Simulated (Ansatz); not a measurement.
# SiH4TeO3 (SMILES O[Si](O)(O)[TeH]) at SPW92-D3(BJ)/def2-mTZVPP (density fitting with def2-universal-jkfit, core potential, damping of r2scan)

What is the energy difference between two shapes of SiH4TeO3 at SPW92-D3(BJ)/def2-mTZVPP (density fitting with def2-universal-jkfit, core potential, damping of r2scan)? 

Program for the calculation: Ansatz 0.2.0.

6 further runs of the same task are left out: 2 for a known fault of the program, 1 that didn't finish, 3 set aside as unsound or not needed.

### Step 1. The molecule

SiH4TeO3 has 9 atoms, charge 0, and is taken as a singlet. SMILES: `O[Si](O)(O)[TeH]`. The coordinates come from a PBE0-D4/def2-TZVP relaxation. This is one conformer, not always the lowest.

Bond lengths: O1–Si2 1.622 Å, Si2–O3 1.628 Å, Si2–O4 1.636 Å, Si2–Te5 2.509 Å, O1–H6 0.958 Å, O3–H7 0.958 Å, O4–H8 0.959 Å, Te5–H9 1.657 Å. Angles: O1–Si2–O3 103.3°, O1–Si2–O4 107.4°, O1–Si2–Te5 115.7°, O3–Si2–O4 116.2°, O3–Si2–Te5 106.6°, O4–Si2–Te5 107.9°, Si2–O1–H6 117.0°, Si2–O3–H7 117.3°, Si2–O4–H8 117.1°, Si2–Te5–H9 91.6°.

### Step 2. Energy and gradient at SPW92-D3(BJ)/def2-mTZVPP (density fitting with def2-universal-jkfit, core potential, damping of r2scan)

The input, run.yaml:

```yaml
crystal:
  periodic: [false, false, false]
  atoms:
    - {symbol: O, position_ang: [0.644100, 1.010100, -1.457700]}
    - {symbol: Si, position_ang: [0.368400, 0.028300, -0.196500]}
    - {symbol: O, position_ang: [1.864900, -0.413700, 0.268600]}
    - {symbol: O, position_ang: [-0.611400, -1.173100, -0.717800]}
    - {symbol: Te, position_ang: [-0.714200, 1.096900, 1.799100]}
    - {symbol: H, position_ang: [-0.110200, 1.242100, -2.001000]}
    - {symbol: H, position_ang: [1.946600, -0.878300, 1.102300]}
    - {symbol: H, position_ang: [-1.072300, -1.682300, -0.049100]}
    - {symbol: H, position_ang: [-2.227400, 0.723600, 1.235200]}
basis:
  gaussian: {orbitals: def2-mTZVPP, fitting: {mean_field: def2-universal-jkfit}}
output: {forces: true, orbitals: {seedname: orbitals}}
hamiltonian: {xc: {name: SPW92}, dispersion: {method: d3bj, functional: r2scan}}
```

Run with:

```console
ansatz run run.yaml --threads 1 --pin off --max-ram 2610MiB --events-out events.jsonl --progress --plain --runs-dir runs
```

Standard output:

```text
Warning: the engine holds no damping parameters fitted to this dispersion correction and functional, so the run takes those fitted to r2scan beside the three-body term, which d3bj leaves out (hamiltonian.dispersion, under Limitations)
Warning: RAYON_NUM_THREADS=1 ignored (pool sized by the plan → 1); use --threads N
Functional definition: SPW92
  name "SPW92"
  exchange = slater_x
  correlation = pw_c
649 factors; integrals over basis functions are off by at most 8.8e-1 eV
mean field evaluation 1: about -21282.7329 eV, gradient 1.0e2 eV
mean field evaluation 2: about -21133.4607 eV, gradient 2.6e2 eV
mean field evaluation 4: about -21297.0527 eV, gradient 2.4e1 eV
mean field evaluation 8: about -21298.5906 eV, gradient 3.8e-1 eV
mean field evaluation 16: about -21298.5872 eV, gradient 2.1e-4 eV
mean field -21298.58724667 eV, -782.7086446142 hartree, gradient 7.5e-5 eV, S^2 0.000000; 0 other end points of the search recorded, 0 dependent functions left out
the calculation of the forces begins
reference -21298.58728218 eV, -782.7086459193 hartree; 33, 33 occupied and 122, 122 virtual orbitals, 649 factors
Total energy: -21298.65069862 eV, -782.7109764304 hartree
Atom 0 at     0.644100     1.010100    -1.457700 Å, force     0.612673    -0.176142     0.326733 eV/Å
Atom 1 at     0.368400     0.028300    -0.196500 Å, force    -0.149605     0.095271     0.206275 eV/Å
Atom 2 at     1.864900    -0.413700     0.268600 Å, force     0.028155     0.366326    -0.640402 eV/Å
Atom 3 at    -0.611400    -1.173100    -0.717800 Å, force     0.286318     0.311685    -0.574931 eV/Å
Atom 4 at    -0.714200     1.096900     1.799100 Å, force     0.232262     0.013737     0.042806 eV/Å
Atom 5 at    -0.110200     1.242100    -2.001000 Å, force    -0.551775     0.189696    -0.417336 eV/Å
Atom 6 at     1.946600    -0.878300     1.102300 Å, force     0.073988    -0.346532     0.637205 eV/Å
Atom 7 at    -1.072300    -1.682300    -0.049100 Å, force    -0.366195    -0.391924     0.511020 eV/Å
Atom 8 at    -2.227400     0.723600     1.235200 Å, force    -0.165822    -0.062117    -0.091371 eV/Å
Dipole moment:    -0.351864    -0.251499     0.189234 e Å
```

It took 6 s on 1 thread of Intel Xeon at 2.50GHz (Skylake/Cascade Lake), shared host.

### Step 3. The distorted shape, same level

The input, run.yaml:

```yaml
crystal:
  periodic: [false, false, false]
  atoms:
    - {symbol: O, position_ang: [0.671391, 1.017473, -1.479060]}
    - {symbol: Si, position_ang: [0.365461, 0.027267, -0.187223]}
    - {symbol: O, position_ang: [1.893917, -0.393237, 0.271393]}
    - {symbol: O, position_ang: [-0.577656, -1.182378, -0.701319]}
    - {symbol: Te, position_ang: [-0.731120, 1.090906, 1.808592]}
    - {symbol: H, position_ang: [-0.127941, 1.194108, -2.010691]}
    - {symbol: H, position_ang: [1.948148, -0.863192, 1.108664]}
    - {symbol: H, position_ang: [-1.057686, -1.674511, -0.037710]}
    - {symbol: H, position_ang: [-2.250538, 0.682769, 1.230582]}
basis:
  gaussian: {orbitals: def2-mTZVPP, fitting: {mean_field: def2-universal-jkfit}}
output: {forces: true, orbitals: {seedname: orbitals}}
hamiltonian: {xc: {name: SPW92}, dispersion: {method: d3bj, functional: r2scan}}
```

Run with:

```console
ansatz run run.yaml --threads 1 --pin off --max-ram 2610MiB --events-out events.jsonl --progress --plain --runs-dir runs
```

Standard output:

```text
Warning: the engine holds no damping parameters fitted to this dispersion correction and functional, so the run takes those fitted to r2scan beside the three-body term, which d3bj leaves out (hamiltonian.dispersion, under Limitations)
Warning: RAYON_NUM_THREADS=1 ignored (pool sized by the plan → 1); use --threads N
Functional definition: SPW92
  name "SPW92"
  exchange = slater_x
  correlation = pw_c
649 factors; integrals over basis functions are off by at most 8.8e-1 eV
mean field evaluation 1: about -21282.7340 eV, gradient 1.0e2 eV
mean field evaluation 2: about -21126.4827 eV, gradient 2.6e2 eV
mean field evaluation 4: about -21296.9541 eV, gradient 2.7e1 eV
mean field evaluation 8: about -21298.5665 eV, gradient 3.7e-1 eV
mean field evaluation 16: about -21298.5625 eV, gradient 1.1e-4 eV
mean field -21298.56254954 eV, -782.7077370114 hartree, gradient 2.5e-5 eV, S^2 0.000000; 0 other end points of the search recorded, 0 dependent functions left out
the calculation of the forces begins
reference -21298.56258516 eV, -782.7077383203 hartree; 33, 33 occupied and 122, 122 virtual orbitals, 649 factors
Total energy: -21298.62592072 eV, -782.7100658592 hartree
Atom 0 at     0.671391     1.017473    -1.479060 Å, force    -0.417553    -0.550750     0.596678 eV/Å
Atom 1 at     0.365461     0.027267    -0.187223 Å, force     1.075571     0.894533    -0.185069 eV/Å
Atom 2 at     1.893917    -0.393237     0.271393 Å, force    -0.565238     0.418521    -0.553436 eV/Å
Atom 3 at    -0.577656    -1.182378    -0.701319 Å, force     0.050528     0.022791    -0.836291 eV/Å
Atom 4 at    -0.731120     1.090906     1.808592 Å, force    -0.000801    -0.083418    -0.137916 eV/Å
Atom 5 at    -0.127941     1.194108    -2.010691 Å, force     0.143650     0.062898    -0.022443 eV/Å
Atom 6 at     1.948148    -0.863192     1.108664 Å, force     0.107694    -0.284810     0.514294 eV/Å
Atom 7 at    -1.057686    -1.674511    -0.037710 Å, force    -0.489921    -0.489390     0.607297 eV/Å
Atom 8 at    -2.250538     0.682769     1.230582 Å, force     0.096069     0.009625     0.016887 eV/Å
Dipole moment:    -0.424096    -0.273461     0.230064 e Å
```

Wall time 6.6 s (1 thread of Intel Xeon at 2.50GHz (Skylake/Cascade Lake), shared host).

### Step 4. Results

At SPW92-D3(BJ)/def2-mTZVPP (density fitting with def2-universal-jkfit, core potential, damping of r2scan):

```
                                 quantity          value
                first shape: total energy  -782.71098 Eh
               first shape: dipole moment         2.27 D
                 first shape: HOMO energy       -5.70 eV
                 first shape: LUMO energy       -1.35 eV
               first shape: HOMO–LUMO gap        4.35 eV
           first shape: dispersion energy   -6.12 kJ/mol
    first shape: largest force on an atom     0.741 eV/Å
            distorted shape: total energy  -782.71007 Eh
           distorted shape: dipole moment         2.66 D
             distorted shape: HOMO energy       -5.77 eV
             distorted shape: LUMO energy       -1.50 eV
           distorted shape: HOMO–LUMO gap        4.27 eV
       distorted shape: dispersion energy   -6.11 kJ/mol
distorted shape: largest force on an atom     1.411 eV/Å
   energy change with the atoms displaced       0.025 eV
```

With the atoms displaced the energy rises by 0.02 eV (2.4 kJ/mol). The first shape isn't relaxed at this level, so the change isn't measured from a minimum. The largest force (first shape) is 0.74 eV/Å: the shape isn't a stationary point for this species at this level.
